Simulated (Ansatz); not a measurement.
# ClGeHO + HCl: a complex and its separated parts

The complex below is one end of an elementary step. How strongly is it bound against its free parts?

Program: Ansatz 0.2.0, Gaussian basis. Level of theory: PBE0-D4/def2-TZVP structures, single points in def2-TZVPP, no counterpoise correction. These are calculated values, not measurements.

Levels: SPW92, PBE-D4, BLYP-D4, r2SCAN-D4, B97M-V, PBE0-D4, B3LYP-D4, r2SCAN0-D4, BHLYP-D4, CAM-B3LYP-D4, wB97X-V, wB97M-V, B2PLYP, PBE-QIDH, RPA on PBE, Hartree-Fock, MP2, CCSD, CCSD(T).

Cores are frozen in the correlated methods. Filled d shells of the heavier atoms are correlated. B3LYP uses VWN-RPA correlation. B2PLYP carries no dispersion term here.

11 further runs of the same task are left out: 11 set aside as unsound or not needed.

## 1. The starting structure

The complex: 6 atoms, charge 0, spin multiplicity 1.

Atoms are counted from 1 here; the program's logs count them from 0.

Bond lengths: Ge1–Cl2 2.199 Å, Ge1–O5 1.792 Å, Cl3–H4 1.300 Å, O5–H6 0.964 Å. Angles: Cl2–Ge1–O5 97.4°, Ge1–O5–H6 115.7°.

As a file:

```xyz
6

Ge    0.3165   -1.6173    0.3938
Cl    2.1467   -1.4920    1.6062
Cl   -2.1991    1.3558   -1.6223
H    -1.2059    0.9130   -0.9098
O     0.1335    0.1356    0.0723
H     0.8082    0.7050    0.4598
```

Its parts: ClGeHO holds atoms 1, 2, 5, 6; HCl holds atoms 3, 4. Each part counts its atoms afresh in its own runs.

## 2. Relaxing ClGeHO alone

File relax-a/in.yaml:

```yaml
crystal:
  periodic: [false, false, false]
  atoms:
    - {symbol: Ge, position_ang: [0.316469, -1.617337, 0.393827]}
    - {symbol: Cl, position_ang: [2.146731, -1.492035, 1.606201]}
    - {symbol: O, position_ang: [0.133503, 0.135561, 0.072350]}
    - {symbol: H, position_ang: [0.808211, 0.705020, 0.459764]}
basis:
  gaussian: {orbitals: def2-TZVP}
hamiltonian: {xc: pbe0, dispersion: d4}
relax: {f_tol: 0.005, max_steps: 200}
```

No record of the launch command was kept for these runs.

Further steps of the session: Relaxing HCl alone; wB97M-V/def2-TZVPP; CCSD(T)/def2-TZVPP; Vibrations of ClGeHO; Vibrations of HCl.

Q: Predict the outcome of this session. Wanted: complex less parts, CCSD(T)/def2-TZVPP; with zero-point energy; largest T1 diagnostic.

As calculated:

| quantity | value |
| --- | --- |
| complex less parts, CCSD(T)/def2-TZVPP | -20.1 kJ/mol |
| with zero-point energy | -14.8 kJ/mol |
| largest T1 diagnostic | 0.014 |

In words: At CCSD(T) the complex lies 20.1 kJ/mol below its parts. Among the functionals B2PLYP lands nearest to CCSD(T) (+0.1 kJ/mol) and SPW92 farthest (-16.5 kJ/mol). By rung, the mean size of the error is: LDA 16.5, GGA 5.9, meta-GGA 2.3, hybrid 4.0, range-separated hybrid 2.7, double hybrid 0.6 kJ/mol. PBE-D4 gives a relative energy 6.3 kJ/mol too low, outside chemical accuracy (1 kcal/mol, 4.2 kJ/mol). No counterpoise was applied, and triple zeta lacks some correlation, so the CCSD(T) reference has a basis error of its own, and close matches with it are partly luck.
